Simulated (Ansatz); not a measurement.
# ScBSbP3: the cost of one run

Method: DFT PBE, scalar-relativistic, plane waves, PAW, in Ansatz 0.2.0.

## 1. Starting point

It takes space group P3m1 (No. 156, trigonal). The conventional cell has a = 4.007 Å, b = 4.007 Å, c = 9.976 Å, α = 90.00°, β = 90.00°, γ = 120.00°. Around Sc (site symmetry 3m) lie 3 P at 2.58 Å. B (site symmetry 3m) has 1 P at 1.94 Å in its first shell of neighbours. Sb (site symmetry 3m) is surrounded by 6 P at 2.35 to 2.36 Å. Around P (site symmetry 3m) lie 3 Sc at 2.58 Å. P (site symmetry 3m) has 1 B at 1.94 Å and 3 P at 2.31 Å and 3 Sb at 2.35 Å in its first shell of neighbours. P (site symmetry 3m) has 3 P at 2.31 Å and 3 Sb at 2.36 Å in its first shell of neighbours.

Coordinates:

```
Sc B Sb P
1.0
     4.00744    0.00000    0.00000
    -2.00372    3.47054    0.00000
     0.00000    0.00000    9.97550
Sc B Sb P
1 1 1 3
Direct
  0.33333 0.66667 0.17826
  0.00000 0.00000 0.57162
  0.66667 0.33333 0.80636
  0.00000 0.00000 0.29275
  0.00000 0.00000 0.76618
  0.33333 0.66667 0.76063
```

Recipe of the guess: random cell by space group and Wyckoff sites (P3m1, No. 156). Lengths come from tabulated atomic sizes and are only a guess.

## 2. A first look at the guess

The input, input.yaml:

```yaml
crystal:
  lattice:
    - [4.00743534, 0.0, 0.0]
    - [-2.00371767, 3.47054081, 0.0]
    - [0.0, 0.0, 9.97550178]
  atoms:
    - { symbol: Sc, position: [0.33333333, 0.66666667, 0.17826458] }
    - { symbol: B, position: [0.0, 0.0, 0.5716175] }
    - { symbol: Sb, position: [0.66666667, 0.33333333, 0.80636331] }
    - { symbol: P, position: [0.0, 0.0, 0.29275186] }
    - { symbol: P, position: [0.0, 0.0, 0.76618155] }
    - { symbol: P, position: [0.33333333, 0.66666667, 0.7606318] }
basis:
  ecutwfc: 420
kpoints:
  mp_grid: { grid: [6, 6, 2] }
hamiltonian:
  xc: pbe
scf:
  occupations: { method: gaussian, width: 0.1 }
  lower_state_search: "off"
output:
  forces: true
  stress: true
  eigenvalues: true
```

Command:

```
$ ansatz run input.yaml --threads 1 --pin off --max-ram 2560MiB --backend cpu --events-out ev --progress --plain --runs-dir out
```

What time and memory should one allow on 1 thread of Intel Xeon at 2.50GHz (Skylake/Cascade Lake), shared host?

About 12 s, with a peak of 0.4 GiB.
